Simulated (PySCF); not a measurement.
# C2H2BClO (SMILES C#CB(O)Cl): levels of theory compared

Aim: a comparison of 6 runs (HF/STO-3G, HF/cc-pVTZ, B3LYP/6-31G, B3LYP/6-31G*, PBE0/def2-SVP, CCSD/def2-SVPD) of C2H2BClO. 

The calculation is run with PySCF 2.14.0.

## Step 1: Starting point

The species is C2H2BClO (7 atoms), meant as a singlet with charge 0. As SMILES, `C#CB(O)Cl`. Geometry: relaxed at GFN2-xTB. This is one conformer, not always the lowest.

Bond lengths: C1–C2 1.203 Å, C2–B3 1.518 Å, B3–O4 1.328 Å, B3–Cl5 1.760 Å, C1–H6 1.051 Å, O4–H7 0.958 Å. Angles: C1–C2–B3 177.7°, C2–B3–O4 121.2°, C2–B3–Cl5 118.0°, O4–B3–Cl5 120.8°, C2–C1–H6 179.6°, B3–O4–H7 118.0°.

## Step 2: Energy and forces at HF/STO-3G (run 1)

File input.py:

```python
from pyscf import gto, scf

mol = gto.Mole()
mol.atom = '''
C       -0.721040       0.023670       1.898470
C       -0.274250       0.024400       0.781900
B        0.340710       0.049590      -0.606260
O       -0.284130      -0.491050      -1.645690
Cl       1.912320       0.818210      -0.798940
H       -1.119010       0.024340       2.871650
H        0.145410      -0.449160      -2.501130
'''
mol.verbose = 3
mol.max_memory = 1860
mol.basis = 'sto-3g'
mol.build()

mf = scf.RHF(mol)
mf.conv_tol = 1e-10
mf.kernel()
if not mf.converged:
    mf = mf.newton().run(mf.mo_coeff, mf.mo_occ)

e_tot = mf.e_tot
print('E = %.10f Eh' % e_tot)
grad = mf.nuc_grad_method().kernel()
mf.analyze()
```

The run is started by

```sh
$ OMP_NUM_THREADS=1 python input.py
```

The log of the run:

```text
converged SCF energy = -628.79035273399
E = -628.7903527340 Eh
--------------- RHF gradients ---------------
         x                y                z
0 C    -0.0323152280    -0.0000608506     0.0831007884
1 C     0.0296589959     0.0012012588    -0.0703849428
2 B     0.0191087094     0.0106193125     0.0038991060
3 O     0.0223510273     0.0053353191    -0.0292412328
4 Cl    -0.0260700279    -0.0123402463     0.0052313636
5 H     0.0063507620     0.0001582606    -0.0159525551
6 H    -0.0190842387    -0.0049130541     0.0233474727
----------------------------------------------
**** MO energy ****
MO #1   energy= -103.680051136289  occ= 2
MO #2   energy= -20.344003997437   occ= 2
MO #3   energy= -11.0120928375962  occ= 2
MO #4   energy= -10.9837643814747  occ= 2
MO #5   energy= -10.3658043336654  occ= 2
MO #6   energy= -7.80940842098872  occ= 2
MO #7   energy= -7.80477453458669  occ= 2
MO #8   energy= -7.80434541809383  occ= 2
MO #9   energy= -7.52293690773539  occ= 2
MO #10  energy= -1.35164886078604  occ= 2
MO #11  energy= -1.02885151773682  occ= 2
MO #12  energy= -0.960213956103317 occ= 2
MO #13  energy= -0.753352715024251 occ= 2
MO #14  energy= -0.682787266177737 occ= 2
MO #15  energy= -0.594815716674813 occ= 2
MO #16  energy= -0.572867459262057 occ= 2
MO #17  energy= -0.507089043259547 occ= 2
MO #18  energy= -0.441559177511562 occ= 2
MO #19  energy= -0.401072600776286 occ= 2
MO #20  energy= -0.398350711004746 occ= 2
MO #21  energy= -0.351733148470178 occ= 2
MO #22  energy= -0.346964424469522 occ= 2
MO #23  energy= 0.222759669980791  occ= 0
MO #24  energy= 0.344264054181335  occ= 0
MO #25  energy= 0.477015106264944  occ= 0
MO #26  energy= 0.516395351929126  occ= 0
MO #27  energy= 0.546123863624972  occ= 0
MO #28  energy= 0.615192973305371  occ= 0
MO #29  energy= 0.789207956679036  occ= 0
MO #30  energy= 0.881286912277688  occ= 0
MO #31  energy= 1.45581673303921   occ= 0
 ** Mulliken atomic charges  **
charge of    0C =     -0.04961
charge of    1C =     -0.11061
charge of    2B =      0.22674
charge of    3O =     -0.16081
charge of    4Cl =     -0.17862
charge of    5H =      0.08193
charge of    6H =      0.19098
Dipole moment(X, Y, Z, Debye): -1.15933, -0.75392, -0.74743
```

Wall time 3.9 s (1 thread of Intel Xeon at 2.50GHz (Skylake/Cascade Lake), shared host); peak memory 0.12 GiB.

## Step 3: Energy and forces at HF/cc-pVTZ (run 2)

File geometry.xyz:

```xyz
7
C2H2BClO
C     -0.721040     0.023670     1.898470
C     -0.274250     0.024400     0.781900
B      0.340710     0.049590    -0.606260
O     -0.284130    -0.491050    -1.645690
Cl     1.912320     0.818210    -0.798940
H     -1.119010     0.024340     2.871650
H      0.145410    -0.449160    -2.501130
```

File job.py:

```python
# C#CB(O)Cl
import pyscf.grad
from pyscf import gto

mol = gto.M(
    atom='geometry.xyz',
    charge=0,
    spin=0,
    basis='cc-pvtz',
    max_memory=1860,
    verbose=4,
)

calc0 = mol.RHF()
calc0.conv_tol = 1e-10
calc0.kernel()
if not calc0.converged:
    calc0 = calc0.newton().run(calc0.mo_coeff, calc0.mo_occ)

energy = calc0.e_tot
print('E(%s) = %.9f' % ('HF', energy))
grad = calc0.Gradients().kernel()
calc0.analyze()
```

The run is started by

```sh
$ OMP_NUM_THREADS=1 python job.py
```

The log of the run:

```text
PySCF version 2.14.0

[... 96 lines left out ...]
MO #6   energy= -8.02716965095576  occ= 2
[... 15 lines left out ...]
MO #22  energy= -0.409319887686472 occ= 2
[... 15 lines left out ...]
MO #38  energy= 0.508230302702165  occ= 0
[... 15 lines left out ...]
MO #54  energy= 0.846156117691507  occ= 0
[... 15 lines left out ...]
MO #70  energy= 1.38784557722622   occ= 0
[... 15 lines left out ...]
MO #86  energy= 2.04213719259129   occ= 0
[... 15 lines left out ...]
MO #102 energy= 2.5276993104259    occ= 0
[... 15 lines left out ...]
MO #118 energy= 2.98689165472277   occ= 0
[... 15 lines left out ...]
MO #134 energy= 3.50336044408096   occ= 0
[... 15 lines left out ...]
MO #150 energy= 4.3887827459409    occ= 0
[... 15 lines left out ...]
MO #166 energy= 6.07146040189498   occ= 0
[... 15 lines left out ...]
MO #182 energy= 17.1653629817974   occ= 0
[... 153 lines left out ...]
pop of  4 Cl 4f+1         0.00032
pop of  4 Cl 4f+2         0.00006
pop of  4 Cl 4f+3         0.00024
pop of  5 H 1s            0.80781
pop of  5 H 2s            0.01000
pop of  5 H 3s            0.00391
pop of  5 H 2px           0.00020
pop of  5 H 2py           0.00002
pop of  5 H 2pz           0.00102
pop of  5 H 3px           0.00006
pop of  5 H 3py           0.00002
pop of  5 H 3pz           0.00029
pop of  5 H 3dxy          0.00002
pop of  5 H 3dyz          0.00009
pop of  5 H 3dz^2         0.00011
pop of  5 H 3dxz          0.00010
pop of  5 H 3dx2-y2       0.00002
pop of  6 H 1s            0.61014
pop of  6 H 2s            0.00845
pop of  6 H 3s            0.00622
pop of  6 H 2px           0.00129
pop of  6 H 2py           0.00181
pop of  6 H 2pz           0.00165
pop of  6 H 3px           0.00042
pop of  6 H 3py           0.00013
pop of  6 H 3pz           0.00025
pop of  6 H 3dxy          0.00002
pop of  6 H 3dyz          0.00003
pop of  6 H 3dz^2         0.00008
pop of  6 H 3dxz          0.00002
pop of  6 H 3dx2-y2       0.00002
 ** Mulliken atomic charges  **
charge of    0C =     -0.12608
charge of    1C =     -0.15898
charge of    2B =      0.42578
charge of    3O =     -0.53736
charge of    4Cl =     -0.14915
charge of    5H =      0.17632
charge of    6H =      0.36946
Dipole moment(X, Y, Z, Debye): -0.36066, -0.26012, -0.35807
```

Wall time 2.9 min (1 thread of Intel Xeon at 2.50GHz (Skylake/Cascade Lake), shared host); peak memory 1.2 GiB.

Runs 3 to 4 aren't shown in full; the table further down has their settings and results.

## Step 4: Energy and forces at PBE0/def2-SVP (run 5)

File mol.xyz:

```xyz
7

C     -0.721040     0.023670     1.898470
C     -0.274250     0.024400     0.781900
B      0.340710     0.049590    -0.606260
O     -0.284130    -0.491050    -1.645690
Cl     1.912320     0.818210    -0.798940
H     -1.119010     0.024340     2.871650
H      0.145410    -0.449160    -2.501130
```

File job.py:

```python
import pyscf.grad
from pyscf import gto, dft

mol = gto.Mole()
mol.atom = 'mol.xyz'
mol.max_memory = 1860
mol.spin = 0
mol.verbose = 3
mol.charge = 0
mol.basis = 'def2-svp'
mol.build()

myscf = dft.RKS(mol)
myscf.xc = 'pbe0'
myscf.conv_tol = 1e-10
myscf.grids.level = 5
myscf.kernel()
if not myscf.converged:
    myscf = myscf.newton().run(myscf.mo_coeff, myscf.mo_occ)

energy = myscf.e_tot
print(f'total energy: {energy:.8f} hartree')
grad = myscf.Gradients().kernel()
myscf.analyze()
```

The run is started by

```sh
$ OMP_NUM_THREADS=1 python job.py
```

The log of the run:

```text
converged SCF energy = -637.091013607349
[... 15 lines left out ...]
MO #4   energy= -10.2294023492764  occ= 2
[... 7 lines left out ...]
MO #12  energy= -0.771106327508638 occ= 2
[... 7 lines left out ...]
MO #20  energy= -0.338753090318051 occ= 2
[... 7 lines left out ...]
MO #28  energy= 0.130070132751722  occ= 0
[... 7 lines left out ...]
MO #36  energy= 0.520889244755093  occ= 0
[... 7 lines left out ...]
MO #44  energy= 0.717411850304064  occ= 0
[... 7 lines left out ...]
MO #52  energy= 1.04408608695398   occ= 0
[... 7 lines left out ...]
MO #60  energy= 1.33059245246731   occ= 0
[... 7 lines left out ...]
MO #68  energy= 1.69188462465512   occ= 0
[... 7 lines left out ...]
MO #76  energy= 2.75674224398276   occ= 0
[... 7 lines left out ...]
MO #84  energy= 3.79053944083629   occ= 0
[... 8 lines left out ...]
Dipole moment(X, Y, Z, Debye): -0.24041, -0.26328, -0.66701
```

Wall time 62 s (1 thread of Intel Xeon at 2.50GHz (Skylake/Cascade Lake), shared host); peak memory 0.83 GiB.

## Step 5: A single-point energy at CCSD/def2-SVPD (run 6)

File job.py:

```python
# C#CB(O)Cl
from pyscf import gto, scf, cc

mol = gto.M(
    atom=[
    ('C', (-0.721040, 0.023670, 1.898470)),
    ('C', (-0.274250, 0.024400, 0.781900)),
    ('B', (0.340710, 0.049590, -0.606260)),
    ('O', (-0.284130, -0.491050, -1.645690)),
    ('Cl', (1.912320, 0.818210, -0.798940)),
    ('H', (-1.119010, 0.024340, 2.871650)),
    ('H', (0.145410, -0.449160, -2.501130)),
],
    verbose=4,
    max_memory=1860,
    basis='def2-svpd',
)

mf = scf.RHF(mol)
mf.conv_tol = 1e-10
mf.kernel()
if not mf.converged:
    mf = mf.newton().run(mf.mo_coeff, mf.mo_occ)

mycc = cc.CCSD(mf, frozen=9)
mycc.kernel()
e_final = mycc.e_tot
print('E = %.10f Eh' % e_final)
dip = mf.dip_moment()
pop, q = mf.mulliken_pop()
```

The run is started by

```sh
$ OMP_NUM_THREADS=1 python job.py
```

The log of the run:

```text
PySCF version 2.14.0

[... 67 lines left out ...]
converged SCF energy = -635.732977213828
[... 12 lines left out ...]
Init t2, MP2 energy = -636.409315499373  E_corr(MP2) -0.676338285544836
[... 14 lines left out ...]
CCSD converged
[... 2 lines left out ...]
Dipole moment(X, Y, Z, Debye): -0.37841, -0.25393, -0.28388
[... 95 lines left out ...]
pop of  4 Cl 4px          0.94592
pop of  4 Cl 4py          1.10420
pop of  4 Cl 4pz          1.17837
pop of  4 Cl 5px          0.07774
pop of  4 Cl 5py          0.08330
pop of  4 Cl 5pz          0.09320
pop of  4 Cl 3dxy         0.00852
pop of  4 Cl 3dyz         0.00072
pop of  4 Cl 3dz^2        0.00435
pop of  4 Cl 3dxz         0.00257
pop of  4 Cl 3dx2-y2      0.00656
pop of  4 Cl 4dxy         0.00678
pop of  4 Cl 4dyz         0.00144
pop of  4 Cl 4dz^2        0.00182
pop of  4 Cl 4dxz         0.00619
pop of  4 Cl 4dx2-y2      0.00773
pop of  5 H 1s            0.75018
pop of  5 H 2s            0.24919
pop of  5 H 2px           0.00746
pop of  5 H 2py           0.00458
pop of  5 H 2pz           0.01945
pop of  5 H 3px          -0.00144
pop of  5 H 3py          -0.00389
pop of  5 H 3pz          -0.01123
pop of  6 H 1s            0.68744
pop of  6 H 2s            0.06901
pop of  6 H 2px           0.01901
pop of  6 H 2py           0.01435
pop of  6 H 2pz           0.03684
pop of  6 H 3px           0.00413
pop of  6 H 3py           0.00307
pop of  6 H 3pz           0.00601
 ** Mulliken atomic charges  **
charge of    0C =     -0.48278
charge of    1C =      0.48645
charge of    2B =      0.98551
charge of    3O =     -0.57606
charge of    4Cl =     -0.55898
charge of    5H =     -0.01429
charge of    6H =      0.16015
```

Run time: 2 min. Hardware: 1 thread of Intel Xeon at 2.50GHz (Skylake/Cascade Lake), shared host; peak memory 1.7 GiB.

## Step 6: The series

```
run                               level  integration grid  Cartesian functions  energy (Eh)  dipole moment (D) of the reference  HOMO energy (eV)  LUMO energy (eV)  wall time
  1                           HF/STO-3G                 –                   no  -628.790353                                1.57             -9.44              6.06      3.9 s
  2                          HF/cc-pVTZ                 –                   no  -636.084180                                0.57            -11.14              2.54    2.9 min
  3                         B3LYP/6-31G                 5                   no  -637.653189                                0.81             -7.91             -1.20       45 s
  4  B3LYP/6-31G* (Cartesian functions)                 5                  yes  -637.719709                                0.85             -7.74             -1.07       58 s
  5                       PBE0/def2-SVP                 5                   no  -637.091014                                0.76             -8.23             -1.04       62 s
  6                      CCSD/def2-SVPD                 –                   no  -636.436625                                0.54            -11.25              1.58      2 min
```

## Step 7: Results

```
                                          quantity          value
                               run 6: total energy  -636.43662 Eh
       run 6: dipole moment (Hartree–Fock density)         0.54 D
        run 6: HOMO energy (Hartree–Fock orbitals)      -11.25 eV
        run 6: LUMO energy (Hartree–Fock orbitals)        1.58 eV
      run 6: HOMO–LUMO gap (Hartree–Fock orbitals)       12.83 eV
run 6: correlation energy (9 core orbitals frozen)     -703.6 mEh
                              run 6: T1 diagnostic          0.014
```

**Reading.** Over runs 1, 2, 3, 4, 5 the dipole moment (its size) runs from 0.57 D (HF/cc-pVTZ) to 1.57 D (HF/STO-3G). Over runs 1, 2, 3, 4, 5 the HOMO–LUMO gap runs from 6.67 eV (B3LYP/6-31G*) to 15.50 eV (HF/STO-3G). The two ends differ in method and basis. Totals of different functionals can't be ranked against each other. In run 1 the basis is minimal, so the values are rough. All runs together took 7.7 min, the longest 2.9 min.
